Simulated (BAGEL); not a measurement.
# singlet CHFNSi−: levels of theory compared

We compute a comparison of 4 runs (B3LYP/6-31G*, B3LYP/aug-cc-pVDZ, PBE0/aug-cc-pVDZ, RI-MP2/aug-cc-pVDZ) of singlet CHFNSi−. 

The calculation is run with BAGEL 1.2.2.

7 further runs of the same task are left out: 6 that didn't finish, 1 set aside as unsound or not needed. Runs told in other sessions of the task aren't counted.

### Step 1. Starting point

The species is CHFNSi− (5 atoms), meant as a singlet with charge -1. SMILES of the parent species: `N#C[SiH]F`. The shape is that of a PBE0-D4/def2-TZVP optimisation. That shape belongs to the parent species and isn't relaxed for this state.

Bond lengths: N1–C2 1.154 Å, C2–Si3 1.837 Å, Si3–F4 1.591 Å, Si3–H5 1.482 Å. Angles: N1–C2–Si3 173.9°, C2–Si3–F4 108.1°, C2–Si3–H5 109.3°, F4–Si3–H5 109.8°.

### Step 2. The energy at B3LYP/6-31G(d) (density fitting with qzvpp-jkfit, spherical functions) (run 1)

Input file job.json:

```json
{ "bagel" : [

{
  "title" : "molecule",
  "basis" : "6-31gs.json",
  "df_basis" : "qzvpp-jkfit",
  "angstrom" : true,
  "geometry" : [
    { "atom" : "N", "xyz" : [    1.347400,   -1.164000,    1.391300 ] },
    { "atom" : "C", "xyz" : [    0.713800,   -0.590000,    0.616200 ] },
    { "atom" : "Si", "xyz" : [   -0.146100,    0.297600,   -0.743500 ] },
    { "atom" : "F", "xyz" : [   -1.590300,   -0.347100,   -0.917700 ] },
    { "atom" : "H", "xyz" : [   -0.274900,    1.730000,   -0.387600 ] }
  ]
},
{
  "title" : "ks",
  "xc_func" : "b3lyp",
  "charge" : -1
},
{
  "title" : "print",
  "file" : "orbitals.molden",
  "orbitals" : true
}

]}
```

The basis set 6-31G* is read from a file made from the Basis Set Exchange's data (not shown).

Run with:

```sh
$ BAGEL_NUM_THREADS=1 BAGEL job.json > job.out
```

Output:

```text
* using 1 threads per process

  ===============================================================
  ===============================================================

  *** Geometry ***

  { "atom" : "N", "xyz" : [      2.546217,     -2.199641,      2.629176 ] },
  { "atom" : "C", "xyz" : [      1.348887,     -1.114938,      1.164449 ] },
  { "atom" : "Si", "xyz" : [     -0.276089,      0.562382,     -1.405011 ] },
  { "atom" : "F", "xyz" : [     -3.005231,     -0.655924,     -1.734202 ] },
  { "atom" : "H", "xyz" : [     -0.519486,      3.269226,     -0.732458 ] },

  Number of auxiliary basis functions:      375

  Since a DF basis is specified, we compute 2- and 3-index integrals:
    o Being stored without compression. Storage requirement is 0.012 GB

  Number of basis functions:       62
  Number of electrons      :       37

    * METHOD: MOLECULE                             0.14

  *** Kohn-Sham DFT ***

    * Removing 7476 points whose weight is below 1.00e-10
    * Grid points: 67054

  === Nuclear Repulsion ===
   130.7648012512

       - DIIS with orbital gradients will be used.

  === KS iteration (b3lyp / 6-31gs.json) ===
      0       -458.79085003          0.15103473           0.18
      1       -419.53062855          0.24688759           0.15
      2       -402.86623225          0.21463883           0.13
      3       -446.95835915          0.18782423           0.14
      4       -477.94936836          0.10635481           0.13
      5       -481.65992107          0.05419548           0.13
      6       -482.46357781          0.03636158           0.13
      7       -482.81185049          0.00709366           0.13
      8       -482.81317695          0.00625842           0.13
      9       -482.82630675          0.00107366           0.13
     10       -482.82674179          0.00018536           0.13
     11       -482.82675645          0.00002552           0.13
     12       -482.82675687          0.00001192           0.13
     13       -482.82675691          0.00000964           0.13
     14       -482.82675693          0.00000306           0.13
     15       -482.82675693          0.00000161           0.13
     16       -482.82675693          0.00000074           0.13
     17       -482.82675693          0.00000029           0.13
     18       -482.82675693          0.00000004           0.13
     19       -482.82675693          0.00000002           0.13
     20       -482.82675693          0.00000002           0.13
     21       -482.82675693          0.00000000           0.13
    * SCF iteration converged.

    * Permanent dipole moment:
           (    0.867073,    -0.225187,    -0.194711) a.u.

    * METHOD: KS                                   3.25

    * METHOD: PRINT                                0.01

  ===============================================================
```

It took 3.6 s on 1 thread of Arm Neoverse V1, shared host; peak memory 0.23 GiB.

### Step 3. A single-point energy at B3LYP/aug-cc-pVDZ (density fitting with qzvpp-jkfit) (run 2)

Input file job.json:

```json
{ "bagel" : [

{
  "title" : "molecule",
  "basis" : "aug-cc-pvdz.json",
  "df_basis" : "qzvpp-jkfit",
  "angstrom" : true,
  "geometry" : [
    { "atom" : "N", "xyz" : [       1.347400,      -1.164000,       1.391300 ] },
    { "atom" : "C", "xyz" : [       0.713800,      -0.590000,       0.616200 ] },
    { "atom" : "Si", "xyz" : [      -0.146100,       0.297600,      -0.743500 ] },
    { "atom" : "F", "xyz" : [      -1.590300,      -0.347100,      -0.917700 ] },
    { "atom" : "H", "xyz" : [      -0.274900,       1.730000,      -0.387600 ] }
  ]
},

{
  "title" : "ks",
  "xc_func" : "b3lyp",
  "charge" : -1
},

{
  "title" : "print",
  "file" : "orbitals.molden",
  "orbitals" : true
}

]}
```

The basis set aug-cc-pVDZ is read from a file made from the Basis Set Exchange's data (not shown).

Run with:

```sh
$ BAGEL_NUM_THREADS=1 BAGEL job.json > job.out
```

Output:

```text
* using 1 threads per process

  ===============================================================
  ===============================================================

  *** Geometry ***

  { "atom" : "N", "xyz" : [      2.546217,     -2.199641,      2.629176 ] },
  { "atom" : "C", "xyz" : [      1.348887,     -1.114938,      1.164449 ] },
  { "atom" : "Si", "xyz" : [     -0.276089,      0.562382,     -1.405011 ] },
  { "atom" : "F", "xyz" : [     -3.005231,     -0.655924,     -1.734202 ] },
  { "atom" : "H", "xyz" : [     -0.519486,      3.269226,     -0.732458 ] },

  Number of auxiliary basis functions:      375

  Since a DF basis is specified, we compute 2- and 3-index integrals:
    o Being stored without compression. Storage requirement is 0.033 GB

  Number of basis functions:      105
  Number of electrons      :       37

    * METHOD: MOLECULE                             0.17

  *** Kohn-Sham DFT ***

    * Removing 7476 points whose weight is below 1.00e-10
    * Grid points: 67054

  === Nuclear Repulsion ===
   130.7648012512

       - DIIS with orbital gradients will be used.

  === KS iteration (b3lyp / aug-cc-pvdz.json) ===
      0       -459.41190605          0.08750832           0.29
      1       -413.69390623          0.16600279           0.29
      2       -399.68152206          0.25782709           0.31
      3       -460.59097348          0.10700989           0.30
      4       -457.31470697          0.16879742           0.29
      5       -481.65970876          0.04495065           0.30
      6       -467.64215603          0.12595437           0.31
      7       -478.07645477          0.09234175           0.30
      8       -481.10395744          0.05804684           0.31
      9       -477.92288590          0.08807265           0.31
     10       -482.83366866          0.00901280           0.31
     11       -482.84283939          0.00840234           0.29
     12       -482.89112982          0.00105636           0.30
     13       -482.89179183          0.00049862           0.30
     14       -482.89193240          0.00012295           0.30
     15       -482.89194031          0.00004276           0.29
     16       -482.89194137          0.00001810           0.29
     17       -482.89194158          0.00000669           0.30
     18       -482.89194161          0.00000079           0.29
     19       -482.89194161          0.00000034           0.29
     20       -482.89194161          0.00000034           0.29
     21       -482.89194161          0.00000010           0.30
     22       -482.89194161          0.00000006           0.31
     23       -482.89194161          0.00000003           0.31
     24       -482.89194161          0.00000001           0.30
    * SCF iteration converged.

    * Permanent dipole moment:
           (    0.928246,    -0.193188,    -0.204891) a.u.

    * METHOD: KS                                   7.84

    * METHOD: PRINT                                0.03

  ===============================================================
```

Run time: 8.4 s. Hardware: 1 thread of Arm Neoverse V1, shared host; peak memory 0.34 GiB.

Run 3 isn't shown in full; the table further down has it.

### Step 4. The energy at RI-MP2/aug-cc-pVDZ (density fitting with qzvpp-jkfit) (run 4)

Input file mp2.json:

```json
{ "bagel" : [

{
  "title" : "molecule",
  "basis" : "aug-cc-pvdz.json",
  "df_basis" : "qzvpp-jkfit",
  "angstrom" : true,
  "geometry" : [
    { "atom" : "N", "xyz" : [       1.347400,      -1.164000,       1.391300 ] },
    { "atom" : "C", "xyz" : [       0.713800,      -0.590000,       0.616200 ] },
    { "atom" : "Si", "xyz" : [      -0.146100,       0.297600,      -0.743500 ] },
    { "atom" : "F", "xyz" : [      -1.590300,      -0.347100,      -0.917700 ] },
    { "atom" : "H", "xyz" : [      -0.274900,       1.730000,      -0.387600 ] }
  ]
},

{
  "title" : "hf",
  "charge" : -1
},

{
  "title" : "mp2",
  "charge" : -1,
  "ncore" : 8
}

]}
```

The basis set aug-cc-pVDZ is read from a file made from the Basis Set Exchange's data (not shown).

Run with:

```sh
$ BAGEL_NUM_THREADS=1 BAGEL mp2.json > mp2.out
```

Output:

```text
* using 1 threads per process

  ===============================================================
  ===============================================================

  *** Geometry ***

  { "atom" : "N", "xyz" : [      2.546217,     -2.199641,      2.629176 ] },
  { "atom" : "C", "xyz" : [      1.348887,     -1.114938,      1.164449 ] },
  { "atom" : "Si", "xyz" : [     -0.276089,      0.562382,     -1.405011 ] },
  { "atom" : "F", "xyz" : [     -3.005231,     -0.655924,     -1.734202 ] },
  { "atom" : "H", "xyz" : [     -0.519486,      3.269226,     -0.732458 ] },

  Number of auxiliary basis functions:      375

  Since a DF basis is specified, we compute 2- and 3-index integrals:
    o Being stored without compression. Storage requirement is 0.033 GB

  Number of basis functions:      105
  Number of electrons      :       37

    * METHOD: MOLECULE                             0.17

  *** RHF ***

  === Nuclear Repulsion ===
   130.7648012512

      * DIIS with orbital gradients will be used.

  === RHF iteration (aug-cc-pvdz.json) ===
      0       -480.65893034          0.02815343           0.07
      1       -480.69183108          0.03904482           0.06
      2       -481.30931162          0.00604882           0.06
      3       -481.33264886          0.00216387           0.06
      4       -481.33608379          0.00065015           0.06
      5       -481.33661623          0.00018574           0.06
      6       -481.33666818          0.00007549           0.06
      7       -481.33667412          0.00002631           0.06
      8       -481.33667488          0.00000806           0.06
      9       -481.33667499          0.00000433           0.06
     10       -481.33667503          0.00000208           0.06
     11       -481.33667504          0.00000091           0.06
     12       -481.33667504          0.00000042           0.06
     13       -481.33667504          0.00000021           0.06
     14       -481.33667504          0.00000010           0.06
     15       -481.33667504          0.00000004           0.06
     16       -481.33667504          0.00000002           0.06
     17       -481.33667504          0.00000001           0.06
    * SCF iteration converged.

    * Permanent dipole moment:
           (    0.985930,    -0.200116,    -0.432853) a.u.

    * METHOD: HF                                   1.29

  *** RHF ***

  === Nuclear Repulsion ===
   130.7648012512

      * DIIS with orbital gradients will be used.

  === RHF iteration (aug-cc-pvdz.json) ===
      0       -481.33667504          0.00000000           0.06
    * SCF iteration converged.

    * Permanent dipole moment:
           (    0.985929,    -0.200116,    -0.432854) a.u.

  === DF-MP2 calculation ===

    * freezing 8 orbitals
    * 3-index integral transformation done
    * assembly done

      MP2 correlation energy:   -0.5963910535      0.05

      MP2 total energy:       -481.9330660956

    * METHOD: MP2                                  0.18

  ===============================================================
```

Run time: 1.8 s. Hardware: 1 thread of Arm Neoverse V1, shared host; peak memory 0.11 GiB.

### Step 5. Overview of the runs

```csv
run,level,frozen core orbitals,energy (Eh),HOMO energy (eV),LUMO energy (eV),HOMO–LUMO gap (eV),wall time
1,"B3LYP/6-31G* (density fitting with qzvpp-jkfit, spherical functions)",–,-482.826757,1.01,4.82,3.81,3.6 s
2,B3LYP/aug-cc-pVDZ (density fitting with qzvpp-jkfit),–,-482.891942,0.23,3.25,3.02,8.4 s
3,PBE0/aug-cc-pVDZ (density fitting with qzvpp-jkfit),–,-482.540976,0.09,3.42,3.32,7.2 s
4,RI-MP2/aug-cc-pVDZ (density fitting with qzvpp-jkfit),8,-481.933066,–,–,–,1.8 s
```

### Step 6. Summary of results

| quantity | value |
| --- | --- |
| run 4: total energy | -481.93307 Eh |
| run 4: correlation energy (8 core orbitals frozen) | -596.4 mEh |

What this shows: Over runs 1, 2, 3 the HOMO–LUMO gap runs from 3.02 eV (B3LYP/aug-cc-pVDZ) to 3.81 eV (B3LYP/6-31G*). The empty levels of an anion lie above zero and hang on the basis. Totals of different functionals can't be ranked against each other. In runs 1, 2, 3 the HOMO lies above zero, from self-interaction, a short basis or an electron that isn't bound. All runs together took 21 s, the longest 8.4 s.
